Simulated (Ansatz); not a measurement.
# C2H8BFO2: the cost of one run

All numbers below are computed with Ansatz 0.2.0 (RKS revPBE-D4/6-31G*).

### 1 The system as given

Bond lengths: B1–F2 1.687 Å, B1–O3 1.343 Å, O3–C4 1.410 Å, B1–O5 1.347 Å, O5–C6 1.418 Å, C4–H9 1.093 Å, C4–H10 1.095 Å, C4–H11 1.089 Å, C6–H12 1.092 Å, C6–H13 1.093 Å, C6–H14 1.090 Å. Angles (14 of 17 angles, heavy atoms first): F2–B1–O3 109.9°, F2–B1–O5 109.6°, O3–B1–O5 126.1°, B1–O3–C4 123.5°, B1–O5–C6 122.2°, O3–C4–H9 110.5°, O3–C4–H10 110.5°, O3–C4–H11 107.3°, O5–C6–H12 110.6°, O5–C6–H13 110.6°, O5–C6–H14 106.7°, H9–C4–H10 109.0°, H9–C4–H11 109.8°, H10–C4–H11 109.8°.

As a file:

```xyz
14

B    -0.2215    0.4980   -0.0292
F     0.9616    1.4444    0.7120
O    -0.2464   -0.7234    0.5289
C    -0.0784   -0.9520    1.9104
O    -0.2541    0.7679   -1.3483
C     0.2280   -0.1469   -2.3190
H    -0.1977    1.7688    0.8302
H    -1.1270    1.5141    0.6424
H     0.9194   -0.6403    2.2311
H    -0.8268   -0.3959    2.4850
H    -0.2025   -2.0206    2.0787
H    -0.3188   -1.0908   -2.2617
H     1.2927   -0.3408   -2.1681
H     0.0715    0.3176   -3.2924
```

### 2 Pulling towards end A

Springs on the bonds that form and break draw the guess towards this end; the thresholds are loose.

The input, input.yaml:

```yaml
crystal:
  periodic: [false, false, false]
  atoms:
    - { symbol: B, position_ang: [-0.2215, 0.498, -0.0292] }
    - { symbol: F, position_ang: [0.9616, 1.4444, 0.712] }
    - { symbol: O, position_ang: [-0.2464, -0.7234, 0.5289] }
    - { symbol: C, position_ang: [-0.0784, -0.952, 1.9104] }
    - { symbol: O, position_ang: [-0.2541, 0.7679, -1.3483] }
    - { symbol: C, position_ang: [0.228, -0.1469, -2.319] }
    - { symbol: H, position_ang: [-0.1977, 1.7688, 0.8302] }
    - { symbol: H, position_ang: [-1.127, 1.5141, 0.6424] }
    - { symbol: H, position_ang: [0.9194, -0.6403, 2.2311] }
    - { symbol: H, position_ang: [-0.8268, -0.3959, 2.485] }
    - { symbol: H, position_ang: [-0.2025, -2.0206, 2.0787] }
    - { symbol: H, position_ang: [-0.3188, -1.0908, -2.2617] }
    - { symbol: H, position_ang: [1.2927, -0.3408, -2.1681] }
    - { symbol: H, position_ang: [0.0715, 0.3176, -3.2924] }
basis:
  gaussian: { orbitals: "6-31G*" }
hamiltonian:
  xc: revpbe
  dispersion: d4
relax:
  f_tol: 0.15
  max_steps: 25
  restrain:
    - { distance: [0, 7], at: 2.45, k: 30.0 }
    - { distance: [6, 1], at: 2.18, k: 30.0 }
    - { distance: [0, 1], at: 1.41, k: 30.0 }
    - { distance: [6, 7], at: 0.62, k: 30.0 }
```

Run with:

```bash
$ ansatz run input.yaml --threads 2 --pin off --max-ram 3072MiB --backend cpu --events-out ev --progress --plain --runs-dir out
```

What time and memory should one allow on 2 threads of AMD EPYC 9R45 (Zen 5), shared host?

About 10 s, with a peak of 0.17 GiB.
